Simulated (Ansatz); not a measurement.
I need a ladder of basis sets of ClGaH, SMILES [Cl][GaH]. Use Ansatz 0.2.0 through its Python package. Use (for the species named): B3LYP, aug-cc-pVDZ basis, multiplicity 2, D3BJ dispersion. The script varies basis: aug-cc-pVDZ, aug-cc-pVTZ.

```xyz
3

Cl    1.7197   -0.4671    0.8819
Ga   -0.2454   -0.0726   -0.1393
H    -1.4852    0.4749   -0.7559
```

Script `basis_clgah.py`:
```python
"""Basis-set convergence for ClGaH."""

import ansatz as az

GEOMETRY = """
Cl    1.71970   -0.46710    0.88190
Ga   -0.24540   -0.07260   -0.13930
H    -1.48520    0.47490   -0.75590
"""


def main() -> None:
    molecule = az.Crystal.molecule()
    for line in GEOMETRY.strip().splitlines():
        symbol, *xyz = line.split()
        molecule = molecule.atom(symbol, [float(v) for v in xyz])

    setup = molecule.calculation()
    setup = setup.functional("b3lyp", dispersion="d3bj")
    setup = setup.spin("collinear", total=1)

    energies = {}
    for basis in ["aug-cc-pVDZ", "aug-cc-pVTZ"]:
        data = setup.basis(gaussian=basis).run(threads=1).report
        size = data["n_frozen"] + data["n_occupied"][0] + data["n_virtual"][0]
        energies[basis] = (data["reference_energy_ev"] / 27.211386246, data["free_energy_ev"] / 27.211386246)
        print(f"{basis:14s} {size:4d} orbitals  reference {energies[basis][0]:14.6f} Ha  total {energies[basis][1]:14.6f} Ha")

    last = energies["aug-cc-pVTZ"][1]
    for basis, (_, total) in energies.items():
        print(f"{basis:14s} lies {27.211386 * (total - last):9.4f} eV above aug-cc-pVTZ")


if __name__ == "__main__":
    main()
```

Output of `python basis_clgah.py`:
```text
aug-cc-pVDZ      72 orbitals  reference   -2385.668764 Ha  total   -2385.671872 Ha
aug-cc-pVTZ     132 orbitals  reference   -2385.753382 Ha  total   -2385.756490 Ha
aug-cc-pVDZ    lies    2.3026 eV above aug-cc-pVTZ
aug-cc-pVTZ    lies    0.0000 eV above aug-cc-pVTZ
```

Against aug-cc-pVDZ: aug-cc-pVTZ -84.6 mHa. The last step alone is -84.62 mHa. From the first set to the last the time grows from 8.3 to 16.8 s.

Caveats:
- The drop along the ladder measures the basis error, and is no property of the molecule.
- The geometry is a force-field or estimated start, not a minimum of this method, and the last set is no limit. Much of the fall in a total is atomic energy, which cancels in bond and reaction energies.
- The run takes the species as open-shell (spin multiplicity 2), which needn't be its ground state.
- Total less reference energy is the dispersion correction.
- b3lyp holds the VWN-RPA fit, as in Gaussian; the form of ORCA and Turbomole is b3lyp5.
- For Al to Cl the sets with a tight d function, cc-pV(X+d)Z, are usual.
- Finished in 26 s on 1 thread of Arm Neoverse N1, with other jobs on the host, peak memory 0.38 GiB.
